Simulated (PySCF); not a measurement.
# [MnH3]+: structure of the quartet

Aim: relax [MnH3]+ as a quartet from a T-shaped start, check by its vibrations whether the end is a minimum, and collect its spectrum and constants.

Method: PBE0, basis Mn def2-TZVP, H def2-TZVP, no relativity, density fitting; program: PySCF 2.14.0.

## (1) The system as given

4 atoms, charge 1, spin multiplicity 4.

Bond lengths: Mn1–H2 1.480 Å, Mn1–H3 1.480 Å, Mn1–H4 1.480 Å. Angles: H2–Mn1–H3 88.0°, H2–Mn1–H4 88.0°, H3–Mn1–H4 176.0°.

Coordinates in bohr (charge 1 multiplicity 4):
```
Mn    0.0000    0.0000   -0.0520
H     0.0000    0.0000    2.7444
H     2.7947    0.0000    0.0455
H    -2.7947    0.0000    0.0455
```

## (2) T-shaped start, quartet: relaxation

The steps below are one call of a driver around PySCF. For each, scf.py gives the equivalent set-up of the SCF; relaxations use the driver's own optimiser. Before each start the driver seeks the lowest SCF state from one or more starting densities and follows internal instabilities, so scf.py alone need not reach the same state.

The program finds C2v symmetry in the start, which this walk keeps. The walk stops when the largest gradient is under 0.0003 Eh/bohr and the energy has settled too.

Contents of scf.py:

```python
from pyscf import gto, scf, dft
mol = gto.M(atom='''
Mn     0.000000     0.000000    -0.027525
H      0.000000     0.000000     1.452275
H      1.478900    -0.000000     0.024075
H     -1.478900     0.000000     0.024075''',
    basis={'Mn': 'def2-TZVP', 'H': 'def2-TZVP'},
    charge=1, spin=3)
mf = dft.UKS(mol, xc='PBE0')
mf.grids.atom_grid = (50, 194)
aux = {'Mn': 'def2-universal-JKFIT', 'H': 'def2-universal-JKFIT'}
mf = mf.density_fit(auxbasis=aux)
mf.kernel()
```

The optimiser's trace:

| step | energy (Eh) | change (kJ/mol) | largest symmetric gradient (Eh/bohr) |
| --- | --- | --- | --- |
| 0 | -1152.113849 | 0.00 | 0.06244 |
| 1 | -1152.130337 | -43.29 | 0.03687 |
| 2 | -1152.143844 | -78.75 | 0.01920 |
| 3 | -1152.147088 | -87.27 | 0.00987 |
| 4 | -1152.148179 | -90.13 | 0.00708 |
| 5 | -1152.149448 | -93.47 | 0.01165 |
| 6 | -1152.151795 | -99.63 | 0.01742 |
| 7 | -1152.155878 | -110.35 | 0.02194 |
| 8 | -1152.167650 | -141.26 | 0.02661 |
| 9 | -1152.182066 | -179.10 | 0.04556 |
| 10 | -1152.184060 | -184.34 | 0.05286 |
| 11 | -1152.188851 | -196.92 | 0.01835 |
| 12 | -1152.189847 | -199.53 | 0.00699 |
| 13 | -1152.190038 | -200.04 | 0.00090 |
| 14 | -1152.190042 | -200.05 | 0.00003 |

The walk ran for 11 s (4 threads, shared host).

End point (C2v, 14 steps, 200.0 kJ/mol gained): Mn–H 1.562 Å, Mn–H 1.583 Å (×2); H–Mn–H 42.2° (×2), H–Mn–H 84.4°.

## (3) Hessian and properties

On the finer grid the gradient is checked again; gradients at displacements of ±0.01 bohr then give force constants and infrared intensities.

Changes to scf.py since step 2:

```diff
@@ -3,4 +3,4 @@
-Mn     0.000000     0.000000    -0.027525
-H      0.000000     0.000000     1.452275
-H      1.478900    -0.000000     0.024075
-H     -1.478900     0.000000     0.024075''',
+Mn     0.000000    -0.000000    -0.066887
+H      0.000000     0.000000     1.493164
+H      1.065029    -0.000000     1.104209
+H     -1.065029     0.000000     1.104209''',
@@ -10 +10 @@
-mf.grids.atom_grid = (50, 194)
+mf.grids.atom_grid = (75, 302)
```

This SCF starts from the last density.

SCF at the final geometry:

```text
init E= -1152.19014167802
[... the frontier-level lines of each cycle are left out ...]
cycle= 1 E= -1152.19014167796  delta_E= 5.64e-11  |g|= 1.48e-05  |ddm|= 8.14e-06
cycle= 2 E= -1152.19014167751  delta_E= 4.57e-10  |g|= 4.34e-05  |ddm|= 2.27e-05
cycle= 3 E= -1152.19014167802  delta_E= -5.18e-10  |g|= 3.84e-07  |ddm|= 1.7e-05
cycle= 4 E= -1152.19014167802  delta_E= 1.82e-12  |g|= 2.97e-07  |ddm|= 6.25e-07
Extra cycle  E= -1152.19014167803  delta_E= -4.09e-12  |g|= 5.4e-07  |ddm|= 5.52e-07
converged SCF energy = -1152.19014167803  <S^2> = 3.9127714  2S+1 = 4.0805742
```

The whole step took 16 s.

Geometry: C2v; Mn–H 1.560 Å, Mn–H 1.583 Å (×2); H–Mn–H 42.3° (×2), H–Mn–H 84.6°.

Harmonic modes (main isotopes):

| symmetry | ω (cm⁻¹) | IR (km/mol) | μ (u) | type |
| --- | --- | --- | --- | --- |
| b2 | 1161i | 368 | 1.01 | bend |
| b1 | 794 | 25.1 | 1.01 | bend |
| a1 | 882 | 27.1 | 1.04 | bend |
| b2 | 1808 | 25.8 | 1.02 | stretch |
| a1 | 1830 | 0.0 | 1.02 | stretch |
| a1 | 2038 | 33.5 | 1.01 | stretch |

1 mode is imaginary, the largest at 1161i cm⁻¹: a saddle point, not a minimum.

Properties at this point:

```yaml
Dipole_moment_about_the_centre_of_mass: 1.00 D
Highest_occupied_level: -12.91 eV
Lowest_empty_level: -9.02 eV
Rotational_constants: 7.373, 3.405, 2.329 cm⁻¹
Zero-point_energy_real_modes: 44.0 kJ/mol
Principal_polarisabilities: 14.0, 18.4, 30.1 bohr³
Principal_traceless_quadrupole_moments_about_the_centre_of_mass: -2.72, -0.54, 3.26 D Å
Spin_squared_⟨S²⟩: 3.913
```

Populations by atom (charges in e):

```json
{"atom": "Mn1", "Mulliken": "0.65", "Löwdin": "0.63", "polar tensor": "0.91", "spin (Mulliken)": "3.42", "Mayer order to Mn1": "–"}
{"atom": "H2", "Mulliken": "0.16", "Löwdin": "0.16", "polar tensor": "0.26", "spin (Mulliken)": "-0.01", "Mayer order to Mn1": "0.52"}
{"atom": "H3,4", "Mulliken": "0.09", "Löwdin": "0.10", "polar tensor": "-0.09", "spin (Mulliken)": "-0.21", "Mayer order to Mn1": "0.71"}
```

Mulliken populations on Mn1: s 6.40, p 12.24, d 5.71, f 0.00.

## (4) Following the imaginary mode

The start is the last point, displaced along its most imaginary mode.

The program finds Cs symmetry in the start, which this walk keeps. The walk stops when the largest gradient is under 0.0003 Eh/bohr and the energy has settled too.

Changes to scf.py since step 3:

```diff
@@ -3,4 +3,4 @@
-Mn     0.000000    -0.000000    -0.066887
-H      0.000000     0.000000     1.493164
-H      1.065029    -0.000000     1.104209
-H     -1.065029     0.000000     1.104209''',
+Mn    -0.001023     0.000000    -0.067852
+H      0.120000    -0.000000     1.492200
+H      1.032918    -0.000000     1.155823
+H     -1.097141    -0.000000     1.050666''',
@@ -10 +10 @@
-mf.grids.atom_grid = (75, 302)
+mf.grids.atom_grid = (50, 194)
```

The optimiser's trace:

| step | energy (Eh) | change (kJ/mol) | largest symmetric gradient (Eh/bohr) |
| --- | --- | --- | --- |
| 0 | -1152.191736 | 0.00 | 0.00759 |
| 1 | -1152.192445 | -1.86 | 0.00894 |
| 2 | -1152.193192 | -3.82 | 0.00951 |
| 3 | -1152.193967 | -5.86 | 0.00936 |
| 4 | -1152.196375 | -12.18 | 0.00571 |
| 5 | -1152.197492 | -15.11 | 0.01129 |
| 6 | -1152.197976 | -16.38 | 0.00186 |
| 7 | -1152.197998 | -16.44 | 0.00139 |
| 8 | -1152.198001 | -16.45 | 0.00110 |
| 9 | -1152.198007 | -16.46 | 0.00036 |
| 10 | -1152.198008 | -16.47 | 0.00014 |

The walk took 8.3 s.

End point (Cs, 10 steps, 16.5 kJ/mol gained): H–H 0.831 Å, Mn–H 1.544 Å, Mn–H 1.693 Å, Mn–H 1.722 Å; H–H–Mn 74.0°, H–H–Mn 77.9°, H–Mn–H 28.1°, H–Mn–H 70.1°, H–Mn–H 98.3°.

## (5) Vibrations and properties at this point

As before: finer grid, then central differences.

Changes to scf.py since step 4:

```diff
@@ -3,4 +3,4 @@
-Mn    -0.001023     0.000000    -0.067852
-H      0.120000    -0.000000     1.492200
-H      1.032918    -0.000000     1.155823
-H     -1.097141    -0.000000     1.050666''',
+Mn    -0.007831     0.000000    -0.065731
+H      0.475214    -0.000000     1.556404
+H      1.203967    -0.000000     1.158603
+H     -1.250106    -0.000000     0.851858''',
@@ -10 +10 @@
-mf.grids.atom_grid = (50, 194)
+mf.grids.atom_grid = (75, 302)
```

Log of the central SCF (cycles and frontier levels):

```text
init E= -1152.19802325628
[... the frontier-level lines of each cycle are left out ...]
cycle= 1 E= -1152.19802325644  delta_E= -1.59e-10  |g|= 5.14e-06  |ddm|= 1.63e-05
cycle= 2 E= -1152.19802325653  delta_E= -9.09e-11  |g|= 6.78e-06  |ddm|= 1.34e-05
Extra cycle  E= -1152.19802325653  delta_E= -8.64e-12  |g|= 1.63e-05  |ddm|= 1.35e-05
converged SCF energy = -1152.19802325653  <S^2> = 3.9277274  2S+1 = 4.087898
```

The whole step took 22 s.

Geometry: Cs; H–H 0.830 Å, Mn–H 1.544 Å, Mn–H 1.693 Å, Mn–H 1.723 Å; H–H–Mn 73.9°, H–H–Mn 78.0°, H–Mn–H 28.1°, H–Mn–H 70.1°, H–Mn–H 98.3°.

Modes, for the most abundant isotopes:

| symmetry | ω (cm⁻¹) | IR (km/mol) | μ (u) |
| --- | --- | --- | --- |
| a'' | 592 | 10.2 | 1.01 |
| a' | 648 | 59.2 | 1.02 |
| a' | 960 | 71.8 | 1.05 |
| a' | 1524 | 12.8 | 1.01 |
| a' | 1774 | 7.2 | 1.03 |
| a' | 3186 | 108 | 1.01 |

No imaginary mode, so this is a minimum.

Properties at this point:

- Dipole moment about the centre of mass: 1.45 D
- Highest occupied level: -12.85 eV
- Lowest empty level: -9.48 eV
- Rotational constants: 6.292, 3.151, 2.099 cm⁻¹
- Zero-point energy: 51.9 kJ/mol
- Principal polarisabilities: 14.0, 19.4, 30.7 bohr³
- Principal traceless quadrupole moments about the centre of mass: -2.59, -0.74, 3.33 D Å
- Entropy at 298.15 K and 1 bar (electronic part: spin only): 243.3 J/(mol K)
- Heat capacity Cp at 298.15 K: 43.7 J/(mol K)
- Enthalpy at 298.15 K above 0 K: 10.83 kJ/mol
- Rotational symmetry number: 1
- Spin squared ⟨S²⟩: 3.928

Charges (e) and bond orders:

| atom | Mulliken | Löwdin | polar tensor | spin (Mulliken) | Mayer order to Mn1 |
| --- | --- | --- | --- | --- | --- |
| Mn1 | 0.63 | 0.65 | 0.87 | 3.39 | – |
| H2 | 0.17 | 0.16 | 0.19 | -0.02 | 0.40 |
| H3 | 0.11 | 0.14 | 0.02 | -0.06 | 0.42 |
| H4 | 0.09 | 0.06 | -0.07 | -0.31 | 0.88 |

Outer orbital energies (eV). α occupied: -64.56, -64.31, -20.63, -16.07, -16.00, -15.90, -15.20, -14.90; empty: -9.48, -8.00, -5.48, -3.47. β occupied: -644.20, -91.82, -60.64, -60.41, -59.75, -20.58, -15.38, -12.85; empty: -7.86, -7.70, -7.55, -7.22.

Mulliken populations on Mn1: s 6.42, p 12.24, d 5.71, f 0.00.

## (6) The points found, side by side

| spin | group | bonds | imaginary modes (cm⁻¹) | ΔE (kJ/mol) | with zero-point energy |
| --- | --- | --- | --- | --- | --- |
| quartet | Cs | H–H 0.830 Å, Mn–H 1.544 Å, Mn–H 1.693 Å, Mn–H 1.723 Å | none | 0.0 | 0.0 |
| quartet | C2v | Mn–H 1.560 Å, Mn–H 1.583 Å (×2) | 1161i | 20.7 | – |

## (7) Outcome

| quantity | value |
| --- | --- |
| minimum | quartet, Cs |
| geometry | H–H 0.830 Å, Mn–H 1.544 Å, Mn–H 1.693 Å, Mn–H 1.723 Å; H–H–Mn 73.9°, H–H–Mn 78.0°, H–Mn–H 28.1°, H–Mn–H 70.1°, H–Mn–H 98.3° |
| wavenumbers (cm⁻¹) | 592 (a''), 648 (a'), 960 (a'), 1524 (a'), 1774 (a'), 3186 (a') |
| dipole moment (centre of mass) | 1.45 D |
| highest occupied, lowest empty level (either spin) | -12.85, -9.48 eV |
| polar-tensor charge of Mn1 | +0.87 e |
| zero-point energy | 51.9 kJ/mol |
| entropy at 298.15 K | 243.3 J/(mol K) |
| ⟨S²⟩ | 3.928 |

From C2v at the start the molecule goes to a Cs minimum, after a stop at a saddle point 20.7 kJ/mol higher, from which it was pushed off along an imaginary mode. In the infrared the band at 3186 cm⁻¹ (a') leads. Most of the spin sits on Mn1 (Mulliken spin 3.39, against 3 for the whole molecule). Only this shape and spin were tried, so other structures or states may lie lower. One determinant may miss the lowest occupation of an open d or f shell.

The search up to here ran for 61 s (4 threads, shared host).
